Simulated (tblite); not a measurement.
# C4H12N2SeSi: the cost of one run

Programs: PySCF 2.14.0 with density-fitted response routines of our own, and tblite 0.8.0. All values are computed, except where a source is named. Atoms count from 0 throughout.

## 1. The starting structure

20 atoms, charge 0, multiplicity 1; geometry from: UFF geometry.

Bonds of the start (Å): C0–C1 1.34, C0–H8 1.09, C0–H9 1.08, C1–H10 1.09, C1–Se2 1.90, C5–H13 1.10, C5–H14 1.12, C5–H15 1.11, C7–H17 1.10, C7–H18 1.11, C7–H19 1.11, N4–C5 1.46, N4–H12 1.04, N6–C7 1.47, N6–H16 1.04, Se2–Si3 2.28, Si3–H11 1.48, Si3–N4 1.81, Si3–N6 1.79.

## 2. GFN2-xTB relaxation, conformer 1

The job: settings as JSON, then the geometry in Å.

```
{"job": {"xc": "GFN2-xTB", "basis": "xTB", "kind": "relax"}, "charge": 0, "multiplicity": 1}
C      3.352000     0.044700     0.313500
C      2.671500    -0.458100    -0.729400
Se     1.494200     0.631000    -1.750600
Si    -0.274800     0.071700    -0.421800
N     -0.662900    -1.677700    -0.642600
C     -1.698500    -2.084900     0.297300
N     -1.709300     1.064800    -0.840700
C     -1.479700     2.453400    -0.433400
H      3.225300     1.086400     0.592200
H      4.010700    -0.580400     0.896400
H      2.802900    -1.507800    -0.990100
H      0.090200     0.294200     0.994000
H      0.201000    -2.212200    -0.414200
H     -2.630000    -1.521500     0.115300
H     -1.359100    -1.921800     1.351200
H     -1.914900    -3.162600     0.171900
H     -1.801100     1.040900    -1.875000
H     -0.602900     2.873000    -0.958500
H     -1.348700     2.521600     0.669100
H     -2.371200     3.055900    -0.701600
```

Started as:

```bash
> OMP_NUM_THREADS=1 python ens_run.py task.json out
```

One launch serves the whole session.

Q: Estimate the wall time of this first job on 1 thread of Arm Neoverse V1, shared host.

About 2.5 s.
